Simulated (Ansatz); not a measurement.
# IrOs: a relaxation

The task is a relaxation on IrOs. The structure is shown as the input types it.

Program: Ansatz 0.2.0. Level of theory: DFT, r2SCAN, PAW with Ansatz's default frozen-core files, scalar-relativistic; relaxation of cell and atoms. These are calculated values, not measurements.

1 further run of the same task is left out (it didn't finish).

**1. Starting point**

Symmetry: P-6m2, No. 187, hexagonal system. The conventional cell has a = 2.744 Å, b = 2.744 Å, c = 4.361 Å, α = 90.00°, β = 90.00°, γ = 120.00°. Os (site symmetry -6m2) is surrounded by 6 Ir at 2.70 Å and 6 Os at 2.74 Å. Ir (site symmetry -6m2) is surrounded by 6 Os at 2.70 Å and 6 Ir at 2.74 Å.

Structure file:

```
Os Ir
1.0
     2.74362    0.00000    0.00000
    -1.37181    2.37605    0.00000
     0.00000    0.00000    4.36088
Os Ir
1 1
Direct
  0.00000 0.00000 0.00000
  0.33333 0.66667 0.50000
```

**2. Running it**

The input, input.yaml:

```yaml
crystal:
  lattice:
    - [2.74362148147, 0.0, 0.0]
    - [-1.37181074073, 2.37604590132, 0.0]
    - [0.0, 0.0, 4.36088301]
  atoms:
    - { symbol: Os, position: [0.0, 0.0, 0.0] }
    - { symbol: Ir, position: [0.333333333333, 0.666666666667, 0.5] }
kpoints:
  mp_grid: { grid: [20, 20, 12] }
scf:
  occupations: { method: fermi_dirac, width: 0.1 }
  max_iter: 80
hamiltonian:
  xc: r2scan
  pseudopotentials: { kind: paw }
relax:
  f_tol: 0.002
  max_steps: 80
  cell: {}
output:
  forces: true
  stress: true
basis:
  ecutrho_ratio: 1
```

Run with:

```sh
ansatz run input.yaml --threads 1 --pin off --max-ram 2560MiB --backend cpu --events-out ev --progress --plain --runs-dir out
```

What happens when this is run?

This run ends as converged, with warnings (cutoff below recommended). Its log warns: «basis.ecutrho_ratio = 1 (ecutrho = 500 eV) is below the records' recommended 2000 eV»

In the input, basis.ecutrho_ratio is 1. The grid or cutoff for the density and potential is too coarse for the wavefunction basis: a density holds Fourier components up to twice the waves' wavevector.

The test: delete basis.ecutrho_ratio (the default then holds).
